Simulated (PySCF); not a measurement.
# Br2Dy (Dy(Br)2): the cost of one run

Computed with PySCF 2.14.0. Level: several levels, as the steps say, no spin–orbit coupling.

1 further run of the same task is left out (for a known fault of the program).

### Step 1. The system as given

3 atoms, charge 0, spin multiplicity 1.

Bond lengths: Dy1–Br2 2.759 Å, Dy1–Br3 2.759 Å. Angles: Br2–Dy1–Br3 167.3°.

As a file:

```xyz
3
Br2Dy
Dy    0.0000    0.0000    0.0060
Br    2.7420    0.0000    0.3109
Br   -2.7420    0.0000    0.3109
```

Formal oxidation states: Dy +2. Each metal's 10 4f electrons lie in its core potential, so multiplicities, spins and levels count the valence alone. An earlier session relaxed this geometry at PBE0, Dy lcecp-0-SVP with ECP56, Br def2-SVP (singlet, point group C2v).

At PBE0 on the finer grid: E = -5178.188685 Eh, frontier levels not given, since the 4f levels lie in the core, Mulliken charge on Dy1 +0.85 e, largest force component 0.002 eV/Å. 

Levels to run: wB97X; HF; PBE0, TZVP. Hardware: 2 threads of Arm Neoverse V2, shared host.

### Step 2. wB97X

Contents of run.py (the lines that set the calculation):

```python
mol = gto.M(atom='''
Dy     0.00000     0.00000     0.00605
Br     2.74199     0.00000     0.31087
Br    -2.74199     0.00000     0.31087''',
    basis={'Dy': 'lcecp-0-SVP', 'Br': 'def2-SVP'},
    ecp={'Dy': 'lcecp-0-SVP'},
    charge=0, spin=0)
mf = dft.RKS(mol, xc='WB97X')
mf.grids.atom_grid = (75, 302)  # f atoms: unpruned, at least (60, 302)
mf = mf.density_fit()  # fitting sets: Dy AutoAux, Br def2-universal-JKFIT
mf.conv_tol = 1e-08; mf.max_cycle = 55
mf.kernel(dm0)  # dm0: the density of the relaxed state
```

On the command line:

```sh
$ OMP_NUM_THREADS=2 python run.py
```

**Question.** How long does this run take on 2 threads of Arm Neoverse V2, shared host?

About 5.5 s.
